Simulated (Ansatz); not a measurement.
# Si3N4: the cost of one run

Program: Ansatz 0.2.0. Level of theory: DFT PBE, scalar-relativistic, plane waves, PAW. These are calculated values, not measurements.

1 further run of the same task is left out (set aside as unsound or not needed). Runs told in other sessions of the task aren't counted.

### Step 1. The structure to begin with

The structure is hexagonal, space group P6_3/m (No. 176). Conventional cell: a = 7.664 Å, b = 7.664 Å, c = 2.926 Å, α = 90.00°, β = 90.00°, γ = 120.00°. Si (site symmetry m) has 4 N at 1.74 to 1.75 Å in its first shell of neighbours. N (site symmetry m) has 3 Si at 1.75 Å in its first shell of neighbours. N (site symmetry -6) is surrounded by 3 Si at 1.74 Å.

As a file:

```xyz
14
Lattice="7.6636 0.0000 0.0000 -3.8318 6.6369 0.0000 0.0000 0.0000 2.9264" Properties=species:S:1:pos:R:3 pbc="T T T"
Si    5.2220    1.1615    0.7316
Si    1.6051    5.1032    2.1948
Si    4.0467    3.9416    0.7316
Si   -1.3902    5.4753    2.1948
Si    2.2267    1.5337    0.7316
Si   -0.2149    2.6952    2.1948
N    -1.0282    2.1902    0.7316
N     5.2528    0.2046    2.1948
N     2.4492    4.6514    0.7316
N     4.8600    4.4467    2.1948
N    -1.4210    6.4322    0.7316
N     1.3827    1.9855    2.1948
N     3.8318    2.2123    0.7316
N     0.0000    4.4246    2.1948
```

It is the result of an earlier relaxation at this level (volume 10.63 Å³/atom; gap on the mesh: 4.27 eV).

### Step 2. Electronic structure at the relaxed geometry

File input.yaml:

```yaml
crystal:
  lattice:
    - [7.6636191384, 0.0, 0.0]
    - [-3.8318095692, 6.6368888588, 0.0]
    - [0.0, 0.0, 2.9264354851]
  atoms:
    - { symbol: Si, position: [0.7689127323, 0.1750130934, 0.25] }
    - { symbol: Si, position: [0.5938996389, 0.7689127323, 0.75] }
    - { symbol: Si, position: [0.8249869066, 0.5938996389, 0.25] }
    - { symbol: Si, position: [0.2310872677, 0.8249869066, 0.75] }
    - { symbol: Si, position: [0.4061003611, 0.2310872677, 0.25] }
    - { symbol: Si, position: [0.1750130934, 0.4061003611, 0.75] }
    - { symbol: "N", position: [0.0308339948, 0.3300009333, 0.25] }
    - { symbol: "N", position: [0.7008330615, 0.0308339948, 0.75] }
    - { symbol: "N", position: [0.6699990667, 0.7008330615, 0.25] }
    - { symbol: "N", position: [0.9691660052, 0.6699990667, 0.75] }
    - { symbol: "N", position: [0.2991669385, 0.9691660052, 0.25] }
    - { symbol: "N", position: [0.3300009333, 0.2991669385, 0.75] }
    - { symbol: "N", position: [0.6666666667, 0.3333333333, 0.25] }
    - { symbol: "N", position: [0.3333333333, 0.6666666667, 0.75] }
basis:
  ecutwfc: 420
kpoints:
  mp_grid: { grid: [6, 6, 8] }
  band_path:
    path:
      - [[0.0, 0.0, 0.0], [0.5, 0.0, 0.0], [0.33333333, 0.33333333, 0.0], [0.0, 0.0, 0.0], [0.0, 0.0, 0.5], [0.5, 0.0, 0.5], [0.33333333, 0.33333333, 0.5], [0.0, 0.0, 0.5]]
      - [[0.5, 0.0, 0.5], [0.5, 0.0, 0.0]]
      - [[0.33333333, 0.33333333, 0.5], [0.33333333, 0.33333333, 0.0]]
    npoints: 10
hamiltonian:
  xc: pbe
scf:
  occupations: { method: gaussian, width: 0.02 }
  n_extra_bands: 35
output:
  forces: true
  stress: true
  eigenvalues: true
  populations: true
  dos: { projected: true, de: 0.02, nscf_kmesh: { grid: [9, 9, 12] } }
  bader: false
  write_density: true
  write_potential: true
  elf: true
  volumetric_format: npy
```

Command:

```sh
> ansatz run input.yaml --threads 4 --pin off --max-ram 10240MiB --backend cpu --events-out ev --progress --plain --runs-dir out
```

What time and memory should one allow on 4 threads of Intel Xeon at 2.50GHz (Skylake/Cascade Lake), shared host?

About 46 s, with a peak of 0.95 GiB.
